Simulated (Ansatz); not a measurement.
# AgBiBr4: the cost of one run

Computed with Ansatz 0.2.0 (DFT PBE, scalar-relativistic, plane waves, PAW, unless a step's input says otherwise).

3 further runs of the same task are left out: 1 that didn't finish, 2 set aside as unsound or not needed.

## Step 1: Starting point

The structure is cubic, space group F-43m (No. 216). Conventional cell: a = 8.577 Å, b = 8.577 Å, c = 8.577 Å, α = 90.00°, β = 90.00°, γ = 90.00°. Around Ag (site symmetry -43m) lie 12 Br at 3.56 Å and 4 Bi at 3.71 Å. Bi (site symmetry -43m) has 12 Br at 3.55 Å and 4 Ag at 3.71 Å in its first shell of neighbours. Br (site symmetry 3m) is surrounded by 6 Br at 3.01 to 3.05 Å and 3 Bi at 3.55 Å and 3 Ag at 3.56 Å.

Coordinates:

```cif
data_structure
_symmetry_space_group_name_H-M 'P 1'
_symmetry_Int_Tables_number 1
_cell_length_a 6.0646
_cell_length_b 6.0646
_cell_length_c 6.0646
_cell_angle_alpha 60.000
_cell_angle_beta 60.000
_cell_angle_gamma 60.000
_cell_volume 157.72
loop_
_atom_site_label
_atom_site_type_symbol
_atom_site_fract_x
_atom_site_fract_y
_atom_site_fract_z
_atom_site_occupancy
Ag1 Ag 0.25000 0.25000 0.25000 1
Bi1 Bi 0.00000 0.00000 0.00000 1
Br1 Br 0.62577 0.12269 0.62577 1
Br2 Br 0.62577 0.62577 0.12269 1
Br3 Br 0.62577 0.62577 0.62577 1
Br4 Br 0.12269 0.62577 0.62577 1
```

This is candidate A: HoCdCu4 type (F-43m, No. 216).

(A quick probe on a coarse mesh, which set the mesh and smearing, is not shown.)

## Step 3: Full relaxation (candidate A)

File input.yaml:

```yaml
crystal:
  lattice:
    - [0.0, 4.2883012362, 4.2883012362]
    - [4.2883012362, 0.0, 4.2883012362]
    - [4.2883012362, 4.2883012362, 0.0]
  atoms:
    - { symbol: Ag, position: [0.25, 0.25, 0.25] }
    - { symbol: Bi, position: [0.0, 0.0, 0.0] }
    - { symbol: Br, position: [0.62577, 0.12269, 0.62577] }
    - { symbol: Br, position: [0.62577, 0.62577, 0.12269] }
    - { symbol: Br, position: [0.62577, 0.62577, 0.62577] }
    - { symbol: Br, position: [0.12269, 0.62577, 0.62577] }
basis:
  ecutwfc: 420
kpoints:
  mp_grid: { grid: [8, 8, 8] }
hamiltonian:
  xc: pbe
scf:
  occupations: { method: gaussian, width: 0.1 }
output:
  forces: true
  stress: true
  eigenvalues: true
  write_density: true
  write_potential: true
  elf: true
  volumetric_format: npy
relax:
  adjacent_minimum: "off"
  f_tol: 0.01
  max_steps: 80
  cell: { stress_tol: 0.05 }
```

On the command line:

```console
$ ansatz run input.yaml --threads 1 --pin off --max-ram 2560MiB --backend cpu --events-out ev --progress --plain --runs-dir out
```

Q: Estimate wall time and peak memory on 1 thread of Arm Neoverse V1, shared host.

About 1.7 min, with a peak of 0.49 GiB.
